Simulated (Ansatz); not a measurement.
# CH₈BGeInSe: up Jacob's ladder to CCSD(T)

One table from this session's results is given with a row withheld; the runs are named, their logs left out.

Method: functionals in def2-TZVPP, the program's frozen cores in correlated methods; program: Ansatz 0.2.0, Gaussian basis.

Levels to be run: LDA (SPW92), PBE-D4, revPBE-D4, BLYP-D4, r2SCAN-D4, B97M-V, PBE0-D4, B3LYP-D4, r2SCANh-D4, r2SCAN0-D4, HSE06-D4, BHLYP-D4, CAM-B3LYP-D4, LC-ωPBE, ωB97X-V, ωB97M-V, B2PLYP, PBE-QIDH; CCSD(T)/def2-SVP; CCSD(T)/def2-TZVPP; MP2/def2-QZVPP; extrapolation to the limit; RPA on PBE.

## Structure used throughout

An earlier PBE0-D4 in a triple-zeta def2 set relaxation fixed the geometry. In takes the def2 core potential; no spin-orbit term is included.

SMILES `C[Se][GeH2][BH][InH2]`, 13 atoms, charge 0, spin multiplicity 1.

Atoms are counted from 1 here; the program's logs count them from 0.

Bond lengths: C1–Se2 1.956 Å, C1–H6 1.088 Å, C1–H7 1.088 Å, C1–H8 1.089 Å, Se2–Ge3 2.416 Å, Ge3–B4 2.062 Å, Ge3–H9 1.542 Å, Ge3–H10 1.543 Å, B4–In5 2.264 Å, B4–H11 1.195 Å, In5–H12 1.734 Å, In5–H13 1.727 Å. Angles: Se2–C1–H6 109.3°, Se2–C1–H7 106.7°, Se2–C1–H8 110.6°, H6–C1–H7 110.1°, H6–C1–H8 110.9°, H7–C1–H8 109.1°, C1–Se2–Ge3 96.7°, Se2–Ge3–B4 99.2°, Se2–Ge3–H9 103.4°, Se2–Ge3–H10 105.9°, B4–Ge3–H9 113.5°, B4–Ge3–H10 123.3°, H9–Ge3–H10 108.8°, Ge3–B4–In5 102.3°, Ge3–B4–H11 123.1°, In5–B4–H11 134.7°, B4–In5–H12 119.4°, B4–In5–H13 121.7° and more.

Set-up of the first run:

Contents of in.yaml:

```yaml
crystal:
  periodic: [false, false, false]
  atoms:
    - {symbol: C, position_ang: [-1.500964, 0.412139, 1.368501]}
    - {symbol: Se, position_ang: [0.200240, 1.275199, 0.935552]}
    - {symbol: Ge, position_ang: [0.050083, 1.007531, -1.461266]}
    - {symbol: B, position_ang: [0.779022, -0.914630, -1.625661]}
    - {symbol: In, position_ang: [1.609383, -1.293202, 0.445800]}
    - {symbol: H, position_ang: [-2.320436, 1.055096, 1.054471]}
    - {symbol: H, position_ang: [-1.519503, 0.282380, 2.448872]}
    - {symbol: H, position_ang: [-1.568769, -0.563738, 0.890766]}
    - {symbol: H, position_ang: [1.017696, 2.079670, -2.000888]}
    - {symbol: H, position_ang: [-1.392611, 1.401939, -1.840601]}
    - {symbol: H, position_ang: [0.700726, -1.557926, -2.629525]}
    - {symbol: H, position_ang: [0.692081, -2.241289, 1.571750]}
    - {symbol: H, position_ang: [3.253062, -0.943179, 0.842229]}
basis:
  gaussian: {orbitals: def2-TZVPP}
hamiltonian: {xc: lda}
output: {orbitals: {seedname: orbitals}}
```

Command:

```bash
> ansatz run in.yaml --threads 2 --pin off --events-out ev --progress --plain --max-ram 32768MiB --backend cuda --devices 0, --max-vram 18GiB
```

Steps of the session up to this table: LDA; PBE-D4 (GGA); revPBE-D4 (GGA); BLYP-D4 (GGA); r2SCAN-D4 (meta-GGA); B97M-V (meta-GGA); B3LYP-D4 (hybrid); r2SCANh-D4 (hybrid); r2SCAN0-D4 (hybrid); HSE06-D4 (hybrid); BHLYP-D4 (hybrid); CAM-B3LYP-D4 (range-separated); LC-ωPBE (range-separated); ωB97X-V (range-separated); ωB97M-V (range-separated); B2PLYP (double hybrid); PBE-QIDH (double hybrid).

One of the session's tables, all rows but one given; the rest of the session is left out.

It belongs to the step «Orbital energies across the functionals». 

```
  functional  HOMO (eV)  LUMO (eV)  gap (eV)
 LDA (SPW92)      -5.81      -3.82      1.99
      PBE-D4      -5.69      -3.60      2.08
   revPBE-D4      -5.64      -3.50      2.13
     BLYP-D4      -5.57      -3.42      2.15
   r2SCAN-D4      -5.91      -3.37      2.55
      B97M-V      -5.98      -3.44      2.54
     PBE0-D4      -6.72      -2.72      4.00
    B3LYP-D4      -6.55      -2.88      3.67
  r2SCANh-D4      -6.29      -3.06      3.23
  r2SCAN0-D4      -6.87      -2.59      4.27
    HSE06-D4      -6.33      -3.09      3.24
    BHLYP-D4          ?          ?         ?
CAM-B3LYP-D4      -7.98      -1.59      6.39
     LC-ωPBE      -9.26      -0.47      8.79
     ωB97X-V      -8.94      -0.59      8.35
     ωB97M-V      -8.79      -0.81      7.97
```

Estimate the missing values for BHLYP-D4.

Worked estimate for «HOMO (eV)». Against the share of exact exchange, BLYP-D4 (0, -5.57), B3LYP-D4 (0.2, -6.55) give a slope of -4.90 per unit share; at 0.5 the line stands at -8.02.

As computed: HOMO (eV): -7.66; LUMO (eV): -1.68; gap (eV): 5.98. In «HOMO (eV)» the line misses by -0.36.
